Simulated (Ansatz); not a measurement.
A nudged elastic band was laid between two geometries of a periodic cell of 25 atoms, SiW12C12 (surface WC(001), adsorbate Si).

All numbers below come from Ansatz, DFT PBE, scalar-relativistic, plane waves, PAW. Settings: PAW set soft_1, cutoff 420 eV, k mesh 3x3x1, gaussian smearing 0.1 eV, no spin polarisation.

```yaml
movable_images: 3
climbing_image: yes
spring: 5.0 eV/Å²
optimiser: quadratic models (default)
start_path: straight line
force_threshold: 0.05 eV/Å
iteration_limit: 76
end_points: relaxed
atoms_held: 1, 2, 7, 8, 13, 14, 19, 20
```

Initial state:

```xyz
25
Lattice="5.8117 0.0000 0.0000 -2.9058 5.0330 0.0000 0.0000 0.0000 18.0941" Properties=species:S:1:pos:R:3
W 0.000 0.000 1.000
C 1.453 0.839 2.419
W 0.000 0.001 3.844
C 1.461 0.834 5.239
W 0.000 0.001 6.706
C 1.434 0.850 8.015
W -1.453 2.517 1.000
C 0.000 3.355 2.419
W -1.452 2.516 3.844
C 0.000 3.365 5.239
W -1.452 2.516 6.706
C 0.000 3.334 8.015
W 2.906 0.000 1.000
C 4.359 0.839 2.419
W 2.906 0.000 3.866
C 4.350 0.834 5.239
W 2.906 0.000 6.831
C 4.378 0.850 8.015
W 1.453 2.517 1.000
C 2.906 3.355 2.419
W 1.452 2.516 3.844
C 2.906 3.355 5.205
W 1.452 2.516 6.706
C 2.906 3.356 7.806
Si 0.000 1.678 8.923
```

Final state:

Only the atoms that move by more than 0.05 Å are listed.
```
C6 1.453 0.840 7.806
W11 -1.453 2.517 6.831
W17 2.906 0.000 6.706
C24 2.887 3.367 8.015
Si25 1.453 4.195 8.923
```

Problem. What changes between the two ends?

Solution. Contacts lost: C6–Si25, W11–Si25. Contacts made: W17–Si25, C24–Si25. The atom that moves furthest is Si25, by 2.91 Å; four of its nearest neighbours are C12 1.89, C6 1.89, C18 1.89, W11 2.78 Å at the first end and C18 1.89, C24 1.89, C12 1.89, W17 2.78 Å at the last.

Problem. Give the energies along the band, and the barrier.

Solution. The run converged. The highest image is number 1 of 0 to 4, 0.88 eV above the ends, which have the same energy within 2 meV. The profile has 2 maxima (images 1, 3) with wells between them (image 2): this band takes more than one step, which may be the mechanism or a detour left from its start path. By the program's own check the climbing image is a first-order saddle point (lowest curvatures found: -3.63 and 1.27 eV/Å²). Limits of this set-up: coarse k mesh, thin slab, slab without dipole correction.

```json
{"image": "0", "path coordinate (Å)": "0.00", "energy (eV)": "0.00", "C6–Si25 (Å)": "1.89", "W11–Si25 (Å)": "2.78", "W17–Si25 (Å)": "3.95"}
{"image": "1", "path coordinate (Å)": "0.95", "energy (eV)": "0.88", "C6–Si25 (Å)": "1.86", "W11–Si25 (Å)": "3.31", "W17–Si25 (Å)": "3.85"}
{"image": "2", "path coordinate (Å)": "1.82", "energy (eV)": "0.04", "C6–Si25 (Å)": "1.93", "W11–Si25 (Å)": "3.69", "W17–Si25 (Å)": "3.67"}
{"image": "3", "path coordinate (Å)": "2.70", "energy (eV)": "0.86", "C6–Si25 (Å)": "2.89", "W11–Si25 (Å)": "3.86", "W17–Si25 (Å)": "3.25"}
{"image": "4", "path coordinate (Å)": "3.58", "energy (eV)": "0.00", "C6–Si25 (Å)": "3.54", "W11–Si25 (Å)": "3.95", "W17–Si25 (Å)": "2.78"}
```

Problem. What is the geometry of the highest image?

Solution. 
```xyz
25
Lattice="5.8117 0.0000 0.0000 -2.9058 5.0330 0.0000 0.0000 0.0000 18.0941" Properties=species:S:1:pos:R:3:forces:R:3
W 0.000 0.000 1.000 0.00 0.01 0.89
C 1.453 0.839 2.419 0.00 -0.05 -0.89
W -0.001 0.002 3.848 0.00 0.00 0.00
C 1.455 0.831 5.227 0.00 0.00 0.00
W -0.001 0.001 6.750 0.01 0.00 -0.02
C 1.485 0.901 7.966 -0.01 -0.02 0.01
W -1.453 2.517 1.000 0.01 -0.01 0.89
C 0.000 3.355 2.419 -0.04 0.02 -0.89
W -1.451 2.515 3.848 0.00 0.00 0.00
C -0.005 3.361 5.227 0.00 0.00 0.00
W -1.452 2.515 6.750 0.00 0.01 -0.02
C 0.070 3.352 7.967 -0.01 0.00 0.00
W 2.906 0.000 1.000 0.00 0.00 0.94
C 4.359 0.839 2.419 0.02 0.01 -0.89
W 2.907 0.001 3.853 0.00 0.00 0.01
C 4.354 0.836 5.244 0.01 0.01 0.00
W 2.895 -0.007 6.775 0.00 0.01 0.00
C 4.373 0.848 7.888 0.00 -0.01 0.03
W 1.453 2.517 1.000 0.00 0.00 0.84
C 2.906 3.355 2.419 0.06 0.03 -0.91
W 1.454 2.517 3.837 0.00 0.00 0.01
C 2.907 3.356 5.222 0.00 0.00 0.00
W 1.465 2.523 6.672 0.02 0.01 -0.01
C 2.897 3.350 7.866 -0.03 -0.01 -0.01
Si 0.767 2.121 9.179 0.00 0.00 0.00
```

Run time: 18 min on 4 threads of Arm Neoverse V2, with other jobs on the host, peak memory 2.5 GiB.
